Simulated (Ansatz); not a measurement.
# CoMo: the cost of one run

Program: Ansatz 0.2.0. Level of theory: DFT LDA, with the methods named in each step. These are calculated values, not measurements.

## (1) The structure to begin with

It takes space group P-6m2 (No. 187, hexagonal). Conventional cell: a = 2.695 Å, b = 2.695 Å, c = 4.184 Å, α = 90.00°, β = 90.00°, γ = 120.00°. Co (site symmetry -6m2) has 6 Mo at 2.61 Å and 6 Co at 2.69 Å as nearest neighbours. Mo (site symmetry -6m2) is surrounded by 6 Co at 2.61 Å and 6 Mo at 2.69 Å.

Coordinates:

```xyz
2
Lattice="2.6949 0.0000 0.0000 -1.3475 2.3339 0.0000 0.0000 0.0000 4.1836" Properties=species:S:1:pos:R:3 pbc="T T T"
Co    1.3475    0.7780    2.0918
Mo    0.0000    1.5559    0.0000
```

Atoms are numbered in the order of the input: Co1, Mo2.

## (2) Free moments, LAPW

File input.yaml:

```yaml
crystal:
  lattice:
    - [2.6949279053, 0.0, 0.0]
    - [-1.3474639526, 2.3338760273, 0.0]
    - [0.0, 0.0, 4.183618]
  atoms:
    - { symbol: Co, position: [0.6666666667, 0.3333333333, 0.5], spin: 0.4 }
    - { symbol: Mo, position: [0.3333333333, 0.6666666667, 0.0] }
magnetization:
  spin_polarized: true
kpoints:
  mp_grid: { grid: [14, 14, 8] }
scf:
  occupations: { method: fermi_dirac, width: 0.05 }
  lower_state_search: "off"
hamiltonian:
  xc: lda
  pseudopotentials: { kind: all_electron, lapw: { basis_error: 0.001 } }
output:
  forces: true
  stress: true
  eigenvalues: false
  populations: true
  dos: { projected: true, de: 0.1, e_range: [-8, 5] }
```

Started as:

```bash
$ ansatz run input.yaml --threads 1 --pin off --max-ram 3072MiB --backend cpu --events-out ev --progress --plain --runs-dir out
```

**Question.** How long does this run take on 1 thread of Arm Neoverse V1, shared host, and how much memory does it need?

About 4.6 min, with a peak of 0.66 GiB.
